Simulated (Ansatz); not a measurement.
Run this with Ansatz 0.2.0, Python API and show what comes out.

`fermi_cd.py`
```python
'''Area of the Fermi surface of Cd.'''

import warnings

import ansatz as az
from pymatgen.core import Lattice, Structure
from pymatgen.io.ase import AseAtomsAdaptor


def main() -> None:
    warnings.simplefilter('ignore', az.DeckWarning)

    pmg_structure = Structure(
        Lattice([[-1.784322, 1.784322, 1.784322], [1.784322, -1.784322, 1.784322], [1.784322, 1.784322, -1.784322]]),
        ['Cd'],
        [
            [0.0, 0.0, 0.0],
        ],
    )
    system = az.Crystal.from_ase(AseAtomsAdaptor.get_atoms(pmg_structure))

    setup = (
        system.calculation()
        .occupations('fermi_dirac', width=100 * az.meV)
        .kpoints(10, 10, 10)
        .functional('lda')
        .eigenstates(nscf_kmesh=(12, 12, 12), level_slopes=True)
    )
    surface = setup.run().fermi_surface().to_plain()
    for way, reading in surface.items():
        if reading:
            rho_lambda = [f'{v:.3e}' for v in reading['resistivity_times_mean_free_path_ohm_m2']]
            print(f'{way:24s} area {reading["spin_summed_area_per_ang2"]:8.3f} 1/A^2  rho*lambda (ohm m^2) {rho_lambda}')


if __name__ == '__main__':
    main()
```

```console
$ python fermi_cd.py
by_tetrahedra            area   35.219 1/A^2  rho*lambda (ohm m^2) ['8.680e-16', '8.680e-16', '8.680e-16']
by_slopes                area   36.264 1/A^2  rho*lambda (ohm m^2) ['8.430e-16', '8.430e-16', '8.430e-16']
on_every_second_point    area   19.869 1/A^2  rho*lambda (ohm m^2) ['1.539e-15', '1.539e-15', '1.539e-15']
```

Caveats:
- The mesh is modest for a metal, so energies can be off by several to tens of meV an atom and pressures by half a GPa or more; differences at equal mesh fare better.
- This isn't the structure that Cd takes at ambient conditions.
- The three readings differ by the mesh error.
- Hardware and time: 3.1 s on 1 thread of Arm Neoverse V1 (shared host), peak memory 0.38 GiB.

(Lines on the test bed's own set-up are left out of the output.)
